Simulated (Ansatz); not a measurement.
**BGeH₃S (SMILES [BH]1[S][GeH2]1): functionals against CCSD(T) at one geometry**

Aim: energy, forces and dipole at a structure displaced at random from a GFN2-xTB minimum, from CCSD(T) and from density functionals.

The runs use Ansatz 0.2.0, Gaussian basis; single points in def2-TZVPP.

Cores are frozen in the correlated methods. Filled d shells of the heavier atoms are correlated.

**1. Starting geometry**

SMILES `[BH]1[S][GeH2]1`, 6 atoms, charge 0, spin multiplicity 1.

Atoms are counted from 1 here; the program's logs count them from 0.

Bond lengths: B1–S2 1.615 Å, B1–Ge3 1.993 Å, B1–H4 1.004 Å, S2–Ge3 2.326 Å, Ge3–H5 1.589 Å, Ge3–H6 1.649 Å. Angles: S2–B1–Ge3 79.5°, S2–B1–H4 161.1°, Ge3–B1–H4 118.7°, B1–S2–Ge3 57.4°, B1–Ge3–S2 43.1°, B1–Ge3–H5 121.1°, B1–Ge3–H6 118.1°, S2–Ge3–H5 99.7°, S2–Ge3–H6 91.1°, H5–Ge3–H6 101.9°.

Geometry (Å):

```csv
atom,x (Å),y (Å),z (Å)
B1,-0.5996,-1.1540,-0.1811
S2,0.8531,-1.1975,0.5243
Ge3,-0.1385,0.7848,-0.1806
H4,-1.5116,-1.4325,-0.4960
H5,1.0218,1.3519,-1.1057
H6,0.1957,1.5045,1.2653
```

**2. CCSD(T)/def2-TZVPP**

The input, run/in.yaml:

```yaml
crystal:
  periodic: [false, false, false]
  atoms:
    - {symbol: B, position_ang: [-0.599600, -1.154000, -0.181100]}
    - {symbol: S, position_ang: [0.853100, -1.197500, 0.524300]}
    - {symbol: Ge, position_ang: [-0.138500, 0.784800, -0.180600]}
    - {symbol: H, position_ang: [-1.511600, -1.432500, -0.496000]}
    - {symbol: H, position_ang: [1.021800, 1.351900, -1.105700]}
    - {symbol: H, position_ang: [0.195700, 1.504500, 1.265300]}
basis:
  gaussian: {orbitals: def2-TZVPP}
correlation: {method: ccsd_t}
output: {forces: true}
```

The command line of these runs was not kept.

**3. PBE0-D4/def2-TZVPP**

Changes to run/in.yaml since step 2:

```diff
@@ -11,3 +11,3 @@
   gaussian: {orbitals: def2-TZVPP}
-correlation: {method: ccsd_t}
-output: {forces: true}
+hamiltonian: {xc: pbe0, dispersion: d4}
+output: {forces: true, orbitals: {seedname: orbitals}}
```

**4. wB97M-V/def2-TZVPP**

Changes to run/in.yaml since step 3:

```diff
@@ -11,3 +11,3 @@
   gaussian: {orbitals: def2-TZVPP}
-hamiltonian: {xc: pbe0, dispersion: d4}
-output: {forces: true, orbitals: {seedname: orbitals}}
+hamiltonian: {xc: {name: wB97M-V}}
+output: {forces: true}
```

**5. r2SCAN-D4/def2-TZVPP**

Changes to run/in.yaml since step 4:

```diff
@@ -11,3 +11,3 @@
   gaussian: {orbitals: def2-TZVPP}
-hamiltonian: {xc: {name: wB97M-V}}
+hamiltonian: {xc: r2scan, dispersion: d4}
 output: {forces: true}
```

**6. PBE-D4/def2-TZVPP**

Changes to run/in.yaml since step 5:

```diff
@@ -11,3 +11,3 @@
   gaussian: {orbitals: def2-TZVPP}
-hamiltonian: {xc: r2scan, dispersion: d4}
+hamiltonian: {xc: pbe, dispersion: d4}
 output: {forces: true}
```

**7. revPBE-D4/def2-TZVPP**

Changes to run/in.yaml since step 6:

```diff
@@ -11,3 +11,3 @@
   gaussian: {orbitals: def2-TZVPP}
-hamiltonian: {xc: pbe, dispersion: d4}
+hamiltonian: {xc: {name: revPBE}, dispersion: d4}
 output: {forces: true}
```

**8. BLYP-D4/def2-TZVPP**

Changes to run/in.yaml since step 7:

```diff
@@ -11,3 +11,3 @@
   gaussian: {orbitals: def2-TZVPP}
-hamiltonian: {xc: {name: revPBE}, dispersion: d4}
+hamiltonian: {xc: {name: BLYP}, dispersion: d4}
 output: {forces: true}
```

(Steps that only read results are left out.)

What does the calculation give? Wanted: energy less free atoms, CCSD(T)/def2-TZVPP; RMS force component; RMS force error; HOMO and LUMO, PBE0-D4; T1 diagnostic.

The runs gave:

| quantity | value |
| --- | --- |
| energy less free atoms, CCSD(T)/def2-TZVPP | -1632.2 kJ/mol |
| RMS force component | 2.171 to 2.242 eV/Å over the methods |
| RMS force error | PBE0-D4 0.179, wB97M-V 0.182, r2SCAN-D4 0.142, PBE-D4 0.192, revPBE-D4 0.195, BLYP-D4 0.240 eV/Å |
| HOMO and LUMO, PBE0-D4 | -7.03 and -1.83 eV |
| T1 diagnostic | 0.014 |

**Reading.** Against CCSD(T) the functionals' energies less atoms differ by -87.7 to -38.0 kJ/mol, PBE-D4 by -87.7 kJ/mol. A larger basis would deepen the CCSD(T) value, while the functionals are nearly converged already, so the order here is not reliable. On forces the order runs from r2SCAN-D4 to BLYP-D4. Frozen-core CCSD(T) forces in triple zeta carry basis errors of their own, and this is one geometry, so small gaps rank nothing.
